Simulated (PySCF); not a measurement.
# A gas-phase reaction: Cl3FZr + BrH → BrCl3Zr + FH

Aim: the reaction energy of `[F][Zr]([Cl])([Cl])[Cl]` + `Br` → `[Cl][Zr]([Cl])([Cl])[Br]` + `F`.

Computed with PySCF 2.14.0; each step states its level. No surroundings beyond the atoms listed, unless a continuum is named. Atoms count from 0, parts from 1.

## 1. Starting point

Each species was relaxed by itself at PBE0-D3(BJ)/def2-SVP.

## 2. Energies of the species: wB97M-D3(BJ)/def2-TZVPD

What the job is given:

```
{"job": {"kind": "react", "xc": "wB97M-D3(BJ)", "basis": "def2-TZVPD"}, "charge": 0, "multiplicity": 1}
-1 Cl3FZr charge 0 multiplicity 1
F     -1.631490    -1.067150    -0.297480
Zr    -0.075230    -0.048600    -0.012190
Cl     1.152270    -0.983490     1.731170
Cl    -0.660730     2.138700     0.526690
Cl     1.215190    -0.039470    -1.948190

-1 BrH charge 0 multiplicity 1
Br     0.714000    -0.002640     0.009540
H     -0.707960     0.005750    -0.009700

+1 BrCl3Zr charge 0 multiplicity 1
Cl    -1.899290    -1.224570     0.589110
Zr    -0.023360    -0.015550    -0.042450
Cl    -0.664890     1.888970    -1.201600
Cl     1.312720    -1.334300    -1.401640
Br     1.269480     0.627970     1.962620

+1 FH charge 0 multiplicity 1
F      0.457700     0.010970    -0.045860
H     -0.457690    -0.010970     0.045860
```

With the program's defaults for keys left out, this is: wB97M-D3(BJ)/def2-TZVPD reaction energy of separated species, gas phase.

Command:

```sh
$ OMP_NUM_THREADS=1 python cluster_run.py task.json out
```

One launch serves the whole session: the jobs run in the order shown.

What it wrote:

```text
species 1 (Cl3FZr)
coarse grid: 32456 points
cycle   1  E = -1527.9218307547  dE = -5.439e+00  |g| = 7.338e-01  |ddm| = 4.453e+00
cycle   2  E = -1527.9457551119  dE = -2.392e-02  |g| = 7.247e-01  |ddm| = 1.074e+00
cycle   3  E = -1528.0373657041  dE = -9.161e-02  |g| = 1.030e-01  |ddm| = 3.974e-01
cycle   4  E = -1528.0387541810  dE = -1.388e-03  |g| = 5.372e-02  |ddm| = 1.036e-01
cycle   5  E = -1528.0393235088  dE = -5.693e-04  |g| = 1.632e-02  |ddm| = 4.615e-02
cycle   6  E = -1528.0393855659  dE = -6.206e-05  |g| = 2.434e-03  |ddm| = 1.357e-02
cycle   7  E = -1528.0393895919  dE = -4.026e-06  |g| = 6.824e-04  |ddm| = 6.239e-03
final grid: 61248 points
cycle   8  E = -1528.0392597530  dE = -9.886e-07  |g| = 4.190e-04  |ddm| = 2.463e-03
cycle   9  E = -1528.0392598164  dE = -6.330e-08  |g| = 3.030e-04  |ddm| = 6.543e-04
cycle  10  E = -1528.0392598339  dE = -1.756e-08  |g| = 1.167e-04  |ddm| = 1.870e-04
cycle  11  E = -1528.0392598393  dE = -5.359e-09  |g| = 5.140e-05  |ddm| = 1.410e-04
cycle  12  E = -1528.0392598405  dE = -1.208e-09  |g| = 1.135e-05  |ddm| = 6.730e-05
cycle  13  E = -1528.0392598406  dE = -1.091e-10  |g| = 6.084e-06  |ddm| = 2.299e-05
converged SCF energy = -1528.0392598406

species 2 (BrH)
coarse grid: 9808 points
cycle   1  E = -2574.7445271188  dE = -1.114e+00  |g| = 2.813e-01  |ddm| = 9.891e-01
cycle   2  E = -2574.7574656678  dE = -1.294e-02  |g| = 1.487e-01  |ddm| = 2.652e-01
cycle   3  E = -2574.7608924585  dE = -3.427e-03  |g| = 8.639e-03  |ddm| = 8.694e-02
cycle   4  E = -2574.7609297487  dE = -3.729e-05  |g| = 2.515e-03  |ddm| = 1.266e-02
cycle   5  E = -2574.7609341491  dE = -4.400e-06  |g| = 6.636e-04  |ddm| = 4.933e-03
final grid: 18448 points
cycle   6  E = -2574.7609188732  dE = -1.901e-07  |g| = 4.147e-04  |ddm| = 9.404e-04
cycle   7  E = -2574.7609189008  dE = -2.762e-08  |g| = 2.983e-04  |ddm| = 4.151e-04
cycle   8  E = -2574.7609189086  dE = -7.835e-09  |g| = 3.346e-05  |ddm| = 1.454e-04
cycle   9  E = -2574.7609189097  dE = -1.046e-09  |g| = 1.092e-05  |ddm| = 6.316e-05
cycle  10  E = -2574.7609189097  dE = -4.502e-11  |g| = 1.700e-06  |ddm| = 1.272e-05
converged SCF energy = -2574.7609189097

species 3 (BrCl3Zr)
coarse grid: 34488 points
cycle   1  E = -4002.1349867170  dE = -6.246e+00  |g| = 7.974e-01  |ddm| = 4.352e+00
cycle   2  E = -4002.1324675449  dE =  2.519e-03  |g| = 7.592e-01  |ddm| = 1.433e+00
cycle   3  E = -4002.2824103359  dE = -1.499e-01  |g| = 1.019e-01  |ddm| = 6.873e-01
cycle   4  E = -4002.2847849012  dE = -2.375e-03  |g| = 2.938e-02  |ddm| = 1.218e-01
cycle   5  E = -4002.2849557766  dE = -1.709e-04  |g| = 7.269e-03  |ddm| = 2.968e-02
cycle   6  E = -4002.2849715717  dE = -1.580e-05  |g| = 2.891e-03  |ddm| = 1.042e-02
cycle   7  E = -4002.2849747963  dE = -3.225e-06  |g| = 6.875e-04  |ddm| = 3.628e-03
final grid: 62720 points
cycle   8  E = -4002.2849686947  dE = -7.360e-07  |g| = 4.398e-04  |ddm| = 3.476e-03
cycle   9  E = -4002.2849687753  dE = -8.062e-08  |g| = 4.006e-04  |ddm| = 8.294e-04
cycle  10  E = -4002.2849688238  dE = -4.849e-08  |g| = 1.247e-04  |ddm| = 3.996e-04
cycle  11  E = -4002.2849688363  dE = -1.244e-08  |g| = 5.489e-05  |ddm| = 2.330e-04
cycle  12  E = -4002.2849688381  dE = -1.864e-09  |g| = 9.753e-06  |ddm| = 1.044e-04
cycle  13  E = -4002.2849688382  dE = -7.822e-11  |g| = 3.387e-06  |ddm| = 2.623e-05
converged SCF energy = -4002.2849688382

species 4 (FH)
coarse grid: 7776 points
cycle   1  E = -100.4688219473  dE = -9.412e-02  |g| = 4.644e-01  |ddm| = 6.197e-01
cycle   2  E = -100.4725011400  dE = -3.679e-03  |g| = 5.038e-01  |ddm| = 3.808e-01
cycle   3  E = -100.5053194223  dE = -3.282e-02  |g| = 2.574e-02  |ddm| = 1.678e-01
cycle   4  E = -100.5053954039  dE = -7.598e-05  |g| = 5.007e-03  |ddm| = 1.077e-02
cycle   5  E = -100.5054000457  dE = -4.642e-06  |g| = 4.335e-04  |ddm| = 3.766e-03
final grid: 16976 points
cycle   6  E = -100.5053935973  dE = -6.422e-08  |g| = 1.037e-04  |ddm| = 8.210e-04
cycle   7  E = -100.5053936008  dE = -3.460e-09  |g| = 7.681e-05  |ddm| = 2.165e-04
cycle   8  E = -100.5053936015  dE = -7.748e-10  |g| = 2.128e-05  |ddm| = 3.709e-05
converged SCF energy = -100.5053936015

Reaction energy = 5.494 kcal/mol
```

Wall time 54 s (1 thread of Arm Neoverse V2, shared host); peak memory 0.81 GiB.

Species by species (with the dispersion term, which the log's SCF energies lack):

| ν | species | energy (Eh) | HOMO (eV) |
| --- | --- | --- | --- |
| -1 | [F][Zr]([Cl])([Cl])[Cl] | -1528.04463 | -11.97 |
| -1 | Br | -2574.76149 | -11.15 |
| +1 | [Cl][Zr]([Cl])([Cl])[Br] | -4002.29173 | -11.46 |
| +1 | F | -100.50563 | -14.54 |

## 3. Energies of the species: PBE0-D3(BJ)/def2-TZVPD

Settings changed since step 2:

```diff
@@ -1,2 +1,2 @@
-{"job": {"kind": "react", "xc": "wB97M-D3(BJ)", "basis": "def2-TZVPD"}, "charge": 0, "multiplicity": 1}
+{"job": {"kind": "react", "xc": "PBE0", "basis": "def2-TZVPD", "disp": "d3bj"}, "charge": 0, "multiplicity": 1}
 -1 Cl3FZr charge 0 multiplicity 1
```

Level: PBE0-D3(BJ)/def2-TZVPD reaction energy of separated species, gas phase.

What it wrote:

```text
species 1 (Cl3FZr)
coarse grid: 32456 points
cycle   1  E = -1526.8022512784  dE = -4.808e+00  |g| = 1.499e+00  |ddm| = 4.660e+00
cycle   2  E = -1526.3754728560  dE =  4.268e-01  |g| = 1.862e+00  |ddm| = 2.440e+00
cycle   3  E = -1527.3525400211  dE = -9.771e-01  |g| = 1.836e-01  |ddm| = 1.387e+00
cycle   4  E = -1527.3567401996  dE = -4.200e-03  |g| = 1.171e-01  |ddm| = 2.480e-01
cycle   5  E = -1527.3580358627  dE = -1.296e-03  |g| = 8.465e-02  |ddm| = 9.694e-02
cycle   6  E = -1527.3592082106  dE = -1.172e-03  |g| = 5.297e-03  |ddm| = 3.506e-02
cycle   7  E = -1527.3592124812  dE = -4.271e-06  |g| = 2.411e-03  |ddm| = 4.137e-03
final grid: 61248 points
cycle   8  E = -1527.3590758631  dE =  1.441e-06  |g| = 3.951e-03  |ddm| = 4.069e-03
cycle   9  E = -1527.3590664832  dE =  9.380e-06  |g| = 7.904e-03  |ddm| = 6.263e-03
cycle  10  E = -1527.3590791397  dE = -1.266e-05  |g| = 6.976e-04  |ddm| = 4.290e-03
cycle  11  E = -1527.3590792369  dE = -9.721e-08  |g| = 4.942e-05  |ddm| = 4.516e-04
cycle  12  E = -1527.3590792375  dE = -5.580e-10  |g| = 2.325e-05  |ddm| = 4.836e-05
converged SCF energy = -1527.3590792375

species 2 (BrH)
coarse grid: 9808 points
cycle   1  E = -2574.4494960219  dE = -1.080e+00  |g| = 2.722e-01  |ddm| = 1.043e+00
cycle   2  E = -2574.4541294173  dE = -4.633e-03  |g| = 1.697e-01  |ddm| = 2.595e-01
cycle   3  E = -2574.4588726662  dE = -4.743e-03  |g| = 2.987e-02  |ddm| = 1.190e-01
cycle   4  E = -2574.4591012202  dE = -2.286e-04  |g| = 4.144e-03  |ddm| = 2.197e-02
cycle   5  E = -2574.4591052046  dE = -3.984e-06  |g| = 1.308e-03  |ddm| = 4.257e-03
final grid: 18448 points
cycle   6  E = -2574.4591063341  dE = -6.973e-08  |g| = 1.372e-03  |ddm| = 2.019e-03
cycle   7  E = -2574.4591063483  dE = -1.423e-08  |g| = 1.396e-03  |ddm| = 1.787e-03
cycle   8  E = -2574.4591065683  dE = -2.200e-07  |g| = 5.112e-05  |ddm| = 8.377e-04
cycle   9  E = -2574.4591065690  dE = -6.712e-10  |g| = 1.020e-05  |ddm| = 4.388e-05
converged SCF energy = -2574.4591065690

species 3 (BrCl3Zr)
coarse grid: 34488 points
cycle   1  E = -4000.3865782576  dE = -5.212e+00  |g| = 2.109e+00  |ddm| = 4.641e+00
cycle   2  E = -3999.4706478106  dE =  9.159e-01  |g| = 2.526e+00  |ddm| = 3.408e+00
cycle   3  E = -4001.3940509473  dE = -1.923e+00  |g| = 3.065e-01  |ddm| = 2.093e+00
cycle   4  E = -4001.4100203071  dE = -1.597e-02  |g| = 1.655e-01  |ddm| = 4.551e-01
cycle   5  E = -4001.4166224909  dE = -6.602e-03  |g| = 7.067e-02  |ddm| = 2.037e-01
cycle   6  E = -4001.4176066458  dE = -9.842e-04  |g| = 1.154e-02  |ddm| = 6.020e-02
cycle   7  E = -4001.4176397836  dE = -3.314e-05  |g| = 3.154e-03  |ddm| = 1.012e-02
cycle   8  E = -4001.4176419836  dE = -2.200e-06  |g| = 7.269e-04  |ddm| = 2.464e-03
final grid: 62720 points
cycle   9  E = -4001.4176755437  dE = -5.648e-10  |g| = 1.211e-03  |ddm| = 3.273e-03
cycle  10  E = -4001.4176739946  dE =  1.549e-06  |g| = 2.640e-03  |ddm| = 2.959e-03
cycle  11  E = -4001.4176759395  dE = -1.945e-06  |g| = 2.182e-04  |ddm| = 2.086e-03
cycle  12  E = -4001.4176759525  dE = -1.297e-08  |g| = 2.852e-05  |ddm| = 1.939e-04
cycle  13  E = -4001.4176759526  dE = -1.155e-10  |g| = 6.637e-06  |ddm| = 2.345e-05
converged SCF energy = -4001.4176759526

species 4 (FH)
coarse grid: 1712 points
cycle   1  E = -100.3540294333  dE = -3.609e-02  |g| = 4.957e-01  |ddm| = 6.253e-01
cycle   2  E = -100.3145059623  dE =  3.952e-02  |g| = 7.430e-01  |ddm| = 5.125e-01
cycle   3  E = -100.3937512697  dE = -7.925e-02  |g| = 2.284e-02  |ddm| = 2.892e-01
cycle   4  E = -100.3938268503  dE = -7.558e-05  |g| = 4.205e-03  |ddm| = 9.788e-03
cycle   5  E = -100.3938288344  dE = -1.984e-06  |g| = 3.553e-04  |ddm| = 1.247e-03
final grid: 16976 points
cycle   6  E = -100.3948395074  dE = -1.849e-05  |g| = 3.960e-03  |ddm| = 7.417e-03
cycle   7  E = -100.3948376227  dE =  1.885e-06  |g| = 5.442e-03  |ddm| = 3.322e-03
cycle   8  E = -100.3948416283  dE = -4.006e-06  |g| = 1.004e-04  |ddm| = 1.993e-03
cycle   9  E = -100.3948416296  dE = -1.308e-09  |g| = 1.790e-05  |ddm| = 3.963e-05
cycle  10  E = -100.3948416297  dE = -4.850e-11  |g| = 3.041e-06  |ddm| = 1.029e-05
converged SCF energy = -100.3948416297

Reaction energy = 2.339 kcal/mol
```

It took 30 s on 1 thread of Arm Neoverse V2, shared host; peak memory 0.75 GiB.

Reaction energy at this level: 2.34 kcal/mol.

## 4. Comparing the runs

Energies in kcal/mol, with wall time:

| run | reaction | time |
| --- | --- | --- |
| wB97M-D3(BJ)/def2-TZVPD | 5.49 | 54 s |
| PBE0-D3(BJ)/def2-TZVPD | 2.34 | 30 s |

## 5. Outcome

```
                                                quantity                  value
               reaction energy (wB97M-D3(BJ)/def2-TZVPD)          5.49 kcal/mol
                     ΔH, ΔG at 298 K (xTB thermal terms)    +7.3, +7.7 kcal/mol
range of the reaction energy over the runs of this table  2.34 to 5.49 kcal/mol
```

**Reading.** The reaction is endothermic by 7.3 kcal/mol in the gas phase; dispersion gives -0.67, and xTB itself gave 24.99 for the electronic energy (xTB energies and thermal terms come from the earlier relaxation of each species, not shown). No barrier was sought. xTB and this level differ widely in the electronic energy, so what comes from xTB (the thermal terms above all) is less safe here. The reaction energy runs from 2.34 (PBE0-D3(BJ)/def2-TZVPD) to 5.49 kcal/mol (wB97M-D3(BJ)/def2-TZVPD).
